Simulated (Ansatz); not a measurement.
# One shape, several levels: quartet GeNH3Cl

Aim: a comparison of 5 runs (U-r2SCAN0/cc-pVDZ, U-revPBE/cc-pVDZ, U-wB97X/cc-pVDZ, USVWN5/cc-pVDZ, UBCCD(T)/cc-pVDZ) of quartet GeNH3Cl. 

The results are computed with Ansatz 0.2.0.

72 further runs of the same task are left out: 72 set aside as unsound or not needed.

## 1. The system as given

The species is GeNH3Cl (6 atoms), meant as a quartet with charge 0. As SMILES of the parent species, `[NH2][GeH][Cl]`. The coordinates come from a PBE0-D4/def2-TZVP relaxation. This is one conformer, not always the lowest. That shape belongs to the parent species and isn't relaxed for this state.

Bond lengths: N1–Ge2 1.836 Å, Ge2–Cl3 2.169 Å, N1–H4 1.011 Å, N1–H5 1.011 Å, Ge2–H6 1.560 Å. Angles: N1–Ge2–Cl3 104.1°, N1–Ge2–H6 106.5°, Cl3–Ge2–H6 107.8°, Ge2–N1–H4 115.7°, Ge2–N1–H5 115.6°, H4–N1–H5 109.9°.

## 2. A single-point energy at U-r2SCAN0/cc-pVDZ (run 1)

run.yaml reads:

```yaml
basis:
  gaussian:
    orbitals: cc-pVDZ
crystal:
  periodic: [false, false, false]
  atoms:
    - {symbol: N, position_ang: [-0.446300, 0.317900, -0.788300]}
    - {symbol: Ge, position_ang: [0.075400, -0.151000, 0.908100]}
    - {symbol: Cl, position_ang: [1.243000, -1.956900, 0.623300]}
    - {symbol: H, position_ang: [-0.984500, 1.171200, -0.861400]}
    - {symbol: H, position_ang: [-0.888700, -0.414300, -1.327200]}
    - {symbol: H, position_ang: [1.043200, 0.969100, 1.399300]}
magnetization:
  spin_polarized: true
  initial_magnetization: 3
hamiltonian:
  xc: {name: r2SCAN0}
accuracy: high
output: {orbitals: {seedname: orbitals}}
```

Launch:

```sh
ansatz run run.yaml --threads 1 --pin off --max-ram 3480MiB --events-out events.jsonl --progress --plain --runs-dir runs
```

The log of the run:

```text
Warning: RAYON_NUM_THREADS=1 ignored (pool sized by the plan → 1); use --threads N
Functional definition: r2SCAN0
  name "r2SCAN0"
  parameter a = 0.25
  parameter k0 = 0.174
  parameter k1 = 0.065
  parameter a1 = 4.9479
  exchange = (1 - a)*r2scan_x(k0 = k0, k1 = k1, a1 = a1) + a*exact_x
  correlation = r2scan_c
1672 factors; integrals over basis functions are off by at most 4.7e-9 eV
mean field evaluation 1: about -70561.8892 eV, gradient 3.8e1 eV
mean field evaluation 2: about -70535.7968 eV, gradient 7.6e1 eV
mean field evaluation 4: about -70569.8934 eV, gradient 5.7e0 eV
mean field evaluation 8: about -70570.2761 eV, gradient 7.5e-1 eV
mean field evaluation 16: about -70570.3600 eV, gradient 1.7e-1 eV
mean field evaluation 32: about -70570.3642 eV, gradient 2.0e-4 eV
mean field -70570.36418405 eV, -2593.4130494529 hartree, gradient 5.7e-8 eV, S^2 3.758155; 2 other end points of the search recorded, 0 dependent functions left out
reference -70570.36418560 eV, -2593.4130495101 hartree; 31, 28 occupied and 43, 46 virtual orbitals, 1672 factors
Total energy: -70570.36418560 eV, -2593.4130495101 hartree
```

It took 61 s on 1 thread of Arm Neoverse V1, shared host; peak memory 0.48 GiB.

## 3. The energy at U-revPBE/cc-pVDZ (run 2)

run.yaml reads:

```yaml
crystal:
  periodic: [false, false, false]
  atoms:
    - {symbol: "N", position_ang: [-0.446300, 0.317900, -0.788300]}
    - {symbol: Ge, position_ang: [0.075400, -0.151000, 0.908100]}
    - {symbol: Cl, position_ang: [1.243000, -1.956900, 0.623300]}
    - {symbol: H, position_ang: [-0.984500, 1.171200, -0.861400]}
    - {symbol: H, position_ang: [-0.888700, -0.414300, -1.327200]}
    - {symbol: H, position_ang: [1.043200, 0.969100, 1.399300]}
basis:
  gaussian:
    orbitals: cc-pVDZ
output:
  orbitals: {seedname: orbitals}
hamiltonian:
  xc: {name: revPBE}
magnetization:
  spin_polarized: true
  initial_magnetization: 3
accuracy: high
```

Launch:

```sh
ansatz run run.yaml --threads 1 --pin off --max-ram 3480MiB --events-out events.jsonl --progress --plain --runs-dir runs
```

The log of the run:

```text
Warning: RAYON_NUM_THREADS=1 ignored (pool sized by the plan → 1); use --threads N
Functional definition: revPBE
  name "revPBE"
  parameter kappa = 1.245
  parameter beta = 0.06672455060314922
  exchange = pbe_x(kappa = kappa, mu = beta*pi^2/3)
  correlation = pbe_c(beta = beta)
1672 factors; integrals over basis functions are off by at most 4.7e-9 eV
mean field evaluation 1: about -70556.3143 eV, gradient 4.4e1 eV
mean field evaluation 2: about -70488.6040 eV, gradient 1.0e2 eV
mean field evaluation 4: about -70560.5805 eV, gradient 2.8e1 eV
mean field evaluation 8: about -70566.0120 eV, gradient 3.4e0 eV
mean field evaluation 16: about -70566.1009 eV, gradient 2.0e-2 eV
mean field evaluation 32: about -70566.1009 eV, gradient 6.7e-8 eV
mean field evaluation 64: about -70565.2896 eV, gradient 3.8e0 eV
mean field -70566.10086567 eV, -2593.2563753924 hartree, gradient 2.1e-8 eV, S^2 3.753145; 8 other end points of the search recorded, 0 dependent functions left out
reference -70566.10086966 eV, -2593.2563755390 hartree; 31, 28 occupied and 43, 46 virtual orbitals, 1672 factors
Total energy: -70566.10086966 eV, -2593.2563755390 hartree
```

Wall time 19 s (1 thread of Arm Neoverse V1, shared host); peak memory 0.23 GiB.

Runs 3 to 4 aren't shown in full; the table further down has their settings and results.

## 4. A single-point energy at UBCCD(T)/cc-pVDZ (run 5)

molecule.yaml reads:

```yaml
crystal:
  periodic: [false, false, false]
  atoms:
    - symbol: N
      position_ang: [-0.446300, 0.317900, -0.788300]
    - symbol: Ge
      position_ang: [0.075400, -0.151000, 0.908100]
    - symbol: Cl
      position_ang: [1.243000, -1.956900, 0.623300]
    - symbol: H
      position_ang: [-0.984500, 1.171200, -0.861400]
    - symbol: H
      position_ang: [-0.888700, -0.414300, -1.327200]
    - symbol: H
      position_ang: [1.043200, 0.969100, 1.399300]
basis:
  gaussian:
    orbitals: cc-pVDZ
magnetization:
  spin_polarized: true
  initial_magnetization: 3
correlation:
  method: bccd_t
  frozen_orbitals: {Cl: 5, Ge: 9, H: 0, "N": 1}
accuracy: high
scf:
  omitted_lower_state_checks: [cluster_reference, increment]
```

Launch:

```sh
ansatz run molecule.yaml --threads 1 --pin off --max-ram 3480MiB --events-out events.jsonl --progress --plain --runs-dir runs
```

The log of the run:

```text
Warning: RAYON_NUM_THREADS=1 ignored (pool sized by the plan → 1); use --threads N
[... 15 lines left out ...]
15 core orbitals not correlated: weight in the atoms' cores, before any rotation towards them, 1.000 or more for the frozen orbitals, at most 0.000 for the correlated occupied ones
[... 45 lines left out ...]
Total energy: -70511.89818810 eV, -2591.2644637313 hartree
Checks for a lower state left out: cluster_reference, increment
```

It took 77 s on 1 thread of Arm Neoverse V1, shared host; peak memory 0.69 GiB.

## 5. All runs side by side

| run | level | frozen core orbitals | energy (Eh) | HOMO energy (eV) | ⟨S²⟩ | wall time |
| --- | --- | --- | --- | --- | --- | --- |
| 1 | U-r2SCAN0/cc-pVDZ | – | -2593.413050 | -2.05 | 3.758 | 61 s |
| 2 | U-revPBE/cc-pVDZ | – | -2593.256376 | -0.80 | 3.753 | 19 s |
| 3 | U-wB97X/cc-pVDZ | – | -2593.510396 | -3.34 | 3.759 | 2.2 min |
| 4 | USVWN5/cc-pVDZ | – | -2588.415850 | -0.89 | 3.752 | 11 s |
| 5 | UBCCD(T)/cc-pVDZ | 15 | -2591.264464 | – | 3.764 | 77 s |

## 6. Summary of results

| quantity | value |
| --- | --- |
| run 5: total energy | -2591.26446 Eh |
| run 5: correlation energy (15 core orbitals frozen) | -423.6 mEh |
| run 5: (T) correction | -11.84 mEh |
| run 5: ⟨S²⟩ of the reference determinant | 3.764 |

In words: Totals of different functionals can't be ranked against each other. All runs together took 5 min, the longest 2.2 min.
